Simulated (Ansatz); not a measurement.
# C₂H₂F₄O: a ladder of functionals and wavefunction methods

An exercise on one series of results from a longer session: the logs are not shown, and one member is left open.

Program: Ansatz 0.2.0, Gaussian basis. Level of theory: functionals in def2-TZVPP, the program's frozen cores in correlated methods. These are calculated values, not measurements.

Levels to be run: LDA (SPW92), PBE-D4, revPBE-D4, BLYP-D4, r2SCAN-D4, B97M-V, PBE0-D4, B3LYP-D4, r2SCANh-D4, r2SCAN0-D4, HSE06-D4, BHLYP-D4, CAM-B3LYP-D4, LC-ωPBE, ωB97X-V, ωB97M-V, B2PLYP, PBE-QIDH; CCSD(T)/def2-SVP; CCSD(T)/def2-TZVPP; MP2/def2-QZVPP; extrapolation to the limit; RPA on PBE.

## The geometry

The geometry comes from an earlier relaxation with PBE0-D4 in a triple-zeta def2 set; it is a stationary point, not always the lowest conformer.

SMILES `FC(F)OC(F)F`, 9 atoms, charge 0, spin multiplicity 1.

Atoms are counted from 1 here; the program's logs count them from 0.

Bond lengths: F1–C2 1.331 Å, C2–F3 1.343 Å, C2–O4 1.371 Å, C2–H8 1.097 Å, O4–C5 1.371 Å, C5–F6 1.332 Å, C5–F7 1.343 Å, C5–H9 1.097 Å. Angles: F1–C2–F3 108.0°, F1–C2–O4 106.9°, F1–C2–H8 110.0°, F3–C2–O4 110.6°, F3–C2–H8 108.6°, O4–C2–H8 112.7°, C2–O4–C5 116.4°, O4–C5–F6 107.0°, O4–C5–F7 110.6°, O4–C5–H9 112.7°, F6–C5–F7 107.9°, F6–C5–H9 109.9°, F7–C5–H9 108.6°.

Set-up of the first run:

in.yaml reads:

```yaml
crystal:
  periodic: [false, false, false]
  atoms:
    - {symbol: F, position_ang: [0.621853, -1.618971, 1.556753]}
    - {symbol: C, position_ang: [0.409022, -1.031360, 0.381079]}
    - {symbol: F, position_ang: [1.484521, -1.251602, -0.392906]}
    - {symbol: O, position_ang: [0.256425, 0.308526, 0.625904]}
    - {symbol: C, position_ang: [-0.433756, 1.025697, -0.316342]}
    - {symbol: F, position_ang: [-0.922971, 2.102387, 0.295896]}
    - {symbol: F, position_ang: [0.391054, 1.442739, -1.290724]}
    - {symbol: H, position_ang: [-0.468114, -1.474776, -0.105644]}
    - {symbol: H, position_ang: [-1.249636, 0.450961, -0.771215]}
basis:
  gaussian: {orbitals: def2-TZVPP}
hamiltonian: {xc: lda}
output: {orbitals: {seedname: orbitals}}
```

On the command line:

```
$ ansatz run in.yaml --threads 4 --pin off --events-out ev --progress --plain --max-ram 10444MiB
```

Among the steps run: LDA; PBE-D4 (GGA); revPBE-D4 (GGA); BLYP-D4 (GGA); r2SCAN-D4 (meta-GGA); B97M-V (meta-GGA); PBE0-D4 (hybrid); B3LYP-D4 (hybrid); r2SCANh-D4 (hybrid); r2SCAN0-D4 (hybrid); HSE06-D4 (hybrid); BHLYP-D4 (hybrid); CAM-B3LYP-D4 (range-separated); LC-ωPBE (range-separated); ωB97X-V (range-separated); ωB97M-V (range-separated); B2PLYP (double hybrid); PBE-QIDH (double hybrid).

One table of the session follows, with a row left open; its other results are not shown here.

It belongs to the step «Orbital energies across the functionals». 

| functional | HOMO (eV) | LUMO (eV) | gap (eV) |
| --- | --- | --- | --- |
| LDA (SPW92) | ? | ? | ? |
| PBE-D4 | -8.62 | 0.29 | 8.90 |
| revPBE-D4 | -8.52 | 0.39 | 8.91 |
| BLYP-D4 | -8.55 | 0.21 | 8.77 |
| r2SCAN-D4 | -9.06 | 1.03 | 10.10 |
| B97M-V | -9.22 | 0.47 | 9.70 |
| PBE0-D4 | -10.48 | 1.09 | 11.57 |
| B3LYP-D4 | -10.22 | 0.69 | 10.91 |
| r2SCANh-D4 | -9.76 | 1.28 | 11.03 |
| r2SCAN0-D4 | -10.79 | 1.62 | 12.41 |
| HSE06-D4 | -10.06 | 0.72 | 10.79 |
| BHLYP-D4 | -12.31 | 1.64 | 13.94 |
| CAM-B3LYP-D4 | -12.04 | 1.82 | 13.86 |
| LC-ωPBE | -13.34 | 3.20 | 16.54 |
| ωB97X-V | -13.01 | 3.04 | 16.04 |
| ωB97M-V | -12.94 | 2.63 | 15.58 |

**Question.** Estimate the row for LDA (SPW92).

The run gave: HOMO (eV): -8.86; LUMO (eV): 0.07; gap (eV): 8.93. In the column «HOMO (eV)» it lies between r2SCAN-D4 (-9.06) and PBE-D4 (-8.62).
